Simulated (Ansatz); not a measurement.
# Rb2HgN: the cost of one run

Method: DFT PBE, scalar-relativistic, plane waves, PAW, in Ansatz 0.2.0.

**1. The starting structure**

The structure is hexagonal, space group P-6m2 (No. 187). Conventional cell: a = 4.054 Å, b = 4.054 Å, c = 8.575 Å, α = 90.00°, β = 90.00°, γ = 120.00°. Around Rb (site symmetry 3m) lie 3 Hg at 2.86 Å and 1 Rb at 3.30 Å and 3 N at 3.53 Å. Hg (site symmetry -6m2) is surrounded by 6 Rb at 2.86 Å. N (site symmetry -6m2) has 6 Rb at 3.53 Å as nearest neighbours.

Coordinates:

```xyz
4
Lattice="4.0536 0.0000 0.0000 -2.0268 3.5105 0.0000 0.0000 0.0000 8.5754" Properties=species:S:1:pos:R:3 pbc="T T T"
Rb    2.0268    1.1702    5.9369
Rb    2.0268    1.1702    2.6385
Hg    0.0000    0.0000    4.2877
N     0.0000    2.3404    0.0000
```

The cell is invented: random cell by space group and Wyckoff sites (P-6m2, No. 187). The dimensions are guesses.

**2. The guess as it stands, on a coarse mesh**

The input, input.yaml:

```yaml
crystal:
  lattice:
    - [4.0536187, 0.0, 0.0]
    - [-2.02680935, 3.51053677, 0.0]
    - [0.0, 0.0, 8.5754346]
  atoms:
    - { symbol: Rb, position: [0.66666667, 0.33333333, 0.69231708] }
    - { symbol: Rb, position: [0.66666667, 0.33333333, 0.30768292] }
    - { symbol: Hg, position: [0.0, 0.0, 0.5] }
    - { symbol: "N", position: [0.33333333, 0.66666667, 0.0] }
basis:
  ecutwfc: 420
kpoints:
  mp_grid: { grid: [6, 6, 2] }
hamiltonian:
  xc: pbe
scf:
  occupations: { method: gaussian, width: 0.1 }
  lower_state_search: "off"
output:
  forces: true
  stress: true
  eigenvalues: true
```

Started as:

```bash
ansatz run input.yaml --threads 1 --pin off --max-ram 2560MiB --backend cpu --events-out ev --progress --plain --runs-dir out
```

Q: Estimate wall time and peak memory on 1 thread of Arm Neoverse V1, shared host.

About 4.6 s, with a peak of 0.33 GiB.
